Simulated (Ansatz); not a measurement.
**GeH6SeSi: a ladder of functionals and wavefunction methods**

The task here is to estimate one member of a computed series from the others.

The runs use Ansatz 0.2.0, Gaussian basis; functionals in def2-TZVPP, the program's frozen cores in correlated methods.

Levels to be run: LDA (SPW92), PBE-D4, revPBE-D4, BLYP-D4, r2SCAN-D4, B97M-V, PBE0-D4, B3LYP-D4, r2SCANh-D4, r2SCAN0-D4, HSE06-D4, BHLYP-D4, CAM-B3LYP-D4, LC-ωPBE, ωB97X-V, ωB97M-V, B2PLYP, PBE-QIDH; CCSD(T)/def2-SVP; CCSD(T)/def2-TZVPP; MP2/def2-QZVPP; extrapolation to the limit; RPA on PBE.

### The geometry

All runs share one geometry, relaxed beforehand with PBE0-D4 in a triple-zeta def2 set.

SMILES `[SiH3][Se][GeH3]`, 9 atoms, charge 0, spin multiplicity 1.

Atoms are counted from 1 here; the program's logs count them from 0.

Bond lengths: Si1–Se2 2.273 Å, Si1–H4 1.486 Å, Si1–H5 1.483 Å, Si1–H6 1.486 Å, Se2–Ge3 2.358 Å, Ge3–H7 1.536 Å, Ge3–H8 1.533 Å, Ge3–H9 1.536 Å. Angles: Se2–Si1–H4 110.9°, Se2–Si1–H5 106.5°, Se2–Si1–H6 111.0°, H4–Si1–H5 109.9°, H4–Si1–H6 108.6°, H5–Si1–H6 109.9°, Si1–Se2–Ge3 94.9°, Se2–Ge3–H7 109.7°, Se2–Ge3–H8 105.9°, Se2–Ge3–H9 109.8°, H7–Ge3–H8 110.8°, H7–Ge3–H9 109.8°, H8–Ge3–H9 110.7°.

Geometry (Å):

```xyz
9
GeH6SeSi
Si   -0.75489    0.82051   -1.27846
Se    1.36783    0.70889   -0.47232
Ge    0.84725   -0.80166    1.26118
H    -1.22676   -0.51782   -1.71872
H    -0.71840    1.74937   -2.43415
H    -1.68969    1.33501   -0.24447
H     0.27928   -2.09904    0.66596
H     2.16635   -1.07209    1.99408
H    -0.18257   -0.16948    2.20979
```

Set-up of the first run:

in.yaml reads:

```yaml
crystal:
  periodic: [false, false, false]
  atoms:
    - {symbol: Si, position_ang: [-0.754887, 0.820513, -1.278457]}
    - {symbol: Se, position_ang: [1.367826, 0.708894, -0.472323]}
    - {symbol: Ge, position_ang: [0.847253, -0.801662, 1.261183]}
    - {symbol: H, position_ang: [-1.226756, -0.517818, -1.718716]}
    - {symbol: H, position_ang: [-0.718402, 1.749371, -2.434148]}
    - {symbol: H, position_ang: [-1.689694, 1.335012, -0.244475]}
    - {symbol: H, position_ang: [0.279276, -2.099036, 0.665964]}
    - {symbol: H, position_ang: [2.166349, -1.072089, 1.994083]}
    - {symbol: H, position_ang: [-0.182566, -0.169484, 2.209789]}
basis:
  gaussian: {orbitals: def2-TZVPP}
hamiltonian: {xc: lda}
output: {orbitals: {seedname: orbitals}}
```

Command:

```sh
$ ansatz run in.yaml --threads 4 --pin off --events-out ev --progress --plain --max-ram 10444MiB
```

Steps of the session up to this table: LDA; PBE-D4 (GGA); revPBE-D4 (GGA); BLYP-D4 (GGA); r2SCAN-D4 (meta-GGA); B97M-V (meta-GGA); PBE0-D4 (hybrid); B3LYP-D4 (hybrid); r2SCANh-D4 (hybrid); r2SCAN0-D4 (hybrid); HSE06-D4 (hybrid); BHLYP-D4 (hybrid); CAM-B3LYP-D4 (range-separated); LC-ωPBE (range-separated); ωB97X-V (range-separated); ωB97M-V (range-separated); B2PLYP (double hybrid); PBE-QIDH (double hybrid).

One table of the session follows, with a row left open; its other results are not shown here.

It belongs to the step «Frontier levels by functional». 

```
  functional  HOMO (eV)  gap (eV)
 LDA (SPW92)      -5.97      4.42
      PBE-D4      -5.88      4.59
   revPBE-D4      -5.84      4.65
     BLYP-D4      -5.70      4.50
   r2SCAN-D4      -6.15      5.14
      B97M-V      -6.29      5.24
     PBE0-D4      -6.99      6.56
    B3LYP-D4          ?         ?
  r2SCANh-D4      -6.55      5.85
  r2SCAN0-D4      -7.17      6.90
    HSE06-D4      -6.60      5.80
    BHLYP-D4      -7.95      8.42
CAM-B3LYP-D4      -8.22      8.78
     LC-ωPBE      -9.57     11.29
     ωB97X-V      -9.24     10.83
     ωB97M-V      -9.11     10.46
```

Estimate the missing values for B3LYP-D4.

Worked estimate for «HOMO (eV)». Against the share of exact exchange, BLYP-D4 (0, -5.70), BHLYP-D4 (0.5, -7.95) give a slope of -4.50 per unit share; at 0.2 the line stands at -6.60.

As computed: HOMO (eV): -6.75; gap (eV): 6.08. In «HOMO (eV)» the line misses by +0.15.
